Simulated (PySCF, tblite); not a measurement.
# C₅H₁₀OSi+ (doublet): geometry, infrared bands and EPR parameters

Wanted: the infrared bands and EPR parameters of C₅H₁₀OSi+ (doublet) (`C[C@H]1[CH+][CH]C[SiH2]O1`), by calculation.

Computed with tblite 0.8.0 and PySCF 2.14.0, with density-fitted response routines of our own, on a single molecule in the gas phase. Atoms count from 0, in the outputs and in this text.

## 1. Starting geometry

17 atoms, charge 1, multiplicity 2; geometry from: force field or distance geometry start.

Bonds of the start (Å): C0–C1 1.54, C1–C2 1.51, C2–C3 1.45, C3–C4 1.50, C4–Si5 1.87, Si5–O6 1.68, O6–C1 1.43, C0–H7 1.09, C0–H8 1.10, C0–H9 1.09, C1–H10 1.09, C2–H11 1.08, C3–H12 1.09, C4–H13 1.10, C4–H14 1.09, Si5–H15 1.47, Si5–H16 1.49.

## 2. Geometry optimisation with GFN2-xTB

The job: settings as JSON, then the geometry in Å.

```
{"job": {"kind": "relax", "xc": "GFN2-xTB", "basis": "xTB"}, "charge": 1, "multiplicity": 2}
C      2.461300     0.030500     0.241600
C      0.992700     0.190100    -0.206300
C      0.326900    -1.169600    -0.227600
C     -1.118500    -1.327200    -0.212700
C     -2.065200    -0.237000     0.197400
Si    -1.244100     1.416500     0.505400
O      0.388900     1.105900     0.714500
H      3.017800    -0.618700    -0.427900
H      2.523300    -0.375700     1.259900
H      2.944300     1.009200     0.267100
H      0.990400     0.617500    -1.207900
H      0.899000    -2.033700    -0.531800
H     -1.522200    -2.328400    -0.367400
H     -2.820200    -0.121800    -0.592700
H     -2.588800    -0.539300     1.103700
H     -1.398000     2.306000    -0.659800
H     -1.794500     2.087900     1.714600
```

The run is started by

```bash
$ OMP_NUM_THREADS=1 python probes_run.py task.json out
```

One launch serves the whole session: the jobs run in the order shown.

**Question.** This job is followed by: GFN2-xTB harmonic vibrations, gas phase; UKS B3LYP, pcH-1 on C H O Si, non-relativistic, mean-field spin-orbit, GIAO. Predict these results of the whole session: strongest single infrared mode (GFN2-xTB); zero-point energy (GFN2-xTB); g(iso) (B3LYP); ⟨S²⟩; largest a(iso) (averaged by class).

As calculated:

| quantity | value |
| --- | --- |
| strongest single infrared mode (GFN2-xTB) | 1167 cm⁻¹, 133 km/mol |
| zero-point energy (GFN2-xTB) | 83.1 kcal/mol |
| g(iso) (B3LYP) | 2.00353 |
| ⟨S²⟩ | 0.756 (exact 0.75) |
| largest a(iso) (averaged by class) | 1H on H12, 54.8 MHz |

Over 107 steps the energy fell by 1.107 eV; of the close pairs, C4–Si5 changed most, 1.872 to 2.061 Å. All 45 modes are real, so the xTB geometry is a minimum. The strongest single mode, at 1167 cm⁻¹, is spread over many atoms; the largest shares are those of C1, O6. Unscaled tight-binding wavenumbers are off by several per cent, some by more. Its intensities can rank the bands wrongly. The largest share of the spin, 0.47 e, sits on C2. The isotropic g lies 1.2 ppt above the free-electron value.
